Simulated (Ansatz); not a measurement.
# OW: the cost of one run

Method: def2-QZVPP, core rule «outside noble gas», up to 5 orbitals frozen; program: Ansatz 0.2.0, Gaussian basis.

Plan: UHF; ROHF; CCSD(T) on UHF.

## Step 1: The geometry

The geometry is a PBE0/def2-TZVP stationary point (not a proven minimum) of the parent state, kept for this charge and spin. No spin-orbit coupling is included. Elements past krypton take def2 core potentials.

2 atoms, charge 1, spin multiplicity 4.

Atoms are counted from 1 here; the program's logs count them from 0.

Bond lengths: W1–O2 1.881 Å.

## Step 2: UHF

in.yaml reads:

```yaml
crystal:
  periodic: [false, false, false]
  atoms:
    - {symbol: W, position_ang: [0.000000, 0.000000, 0.000000]}
    - {symbol: O, position_ang: [0.000000, 0.000000, 1.880600]}
basis:
  gaussian: {orbitals: "def2-QZVPP.json"}
total_charge: 1
magnetization: {spin_polarized: true, initial_magnetization: 3}
hamiltonian: {xc: hf}
output: {orbitals: {seedname: orbitals}}
```

Command:

```console
> ansatz run in.yaml --threads 1 --pin off --events-out ev --progress --plain --max-ram 4096MiB --backend cpu
```

What time and memory should one allow on 1 thread of AMD EPYC 7R13, shared host?

About 23 s, with a peak of 0.31 GiB.
